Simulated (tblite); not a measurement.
# H8NPSi2: the cost of one run

Programs: tblite 0.8.0 and PySCF 2.14.0. All values are calculated, for the isolated system unless a continuum is named. Atoms count from 0, parts from 1.

### 1 Starting point

12 atoms, charge 0, multiplicity 1; geometry: distance geometry start.

### 2 Geometry optimisation with GFN2-xTB

What the job is given:

```
{"job": {"kind": "relax", "xc": "GFN2-xTB", "basis": "xTB"}, "charge": 0, "multiplicity": 1}
Si     2.238640     1.345811    -0.335959
P      0.401385     0.289133     0.116845
Si    -0.732332    -0.490763    -1.572701
N      0.406258    -0.741821     1.578616
H      2.953571     1.636111     0.837215
H      1.916687     2.566586    -0.986986
H      3.025152     0.567219    -1.177690
H     -1.864720     0.321414    -1.821151
H      0.106629    -0.469637    -2.724292
H     -1.148467    -1.807978    -1.303320
H      0.801675    -0.320510     2.410250
H     -0.415723    -1.359669     1.729052
```

With the program's defaults for keys left out, this is: GFN2-xTB geometry optimisation, gas phase.

On the command line:

```bash
OMP_NUM_THREADS=1 python cluster_run.py task.json out
```

One launch serves the whole session: the jobs run in the order shown.

Q: Estimate the wall time of this first job on 1 thread of Arm Neoverse V2, shared host.

About 1.6 s.
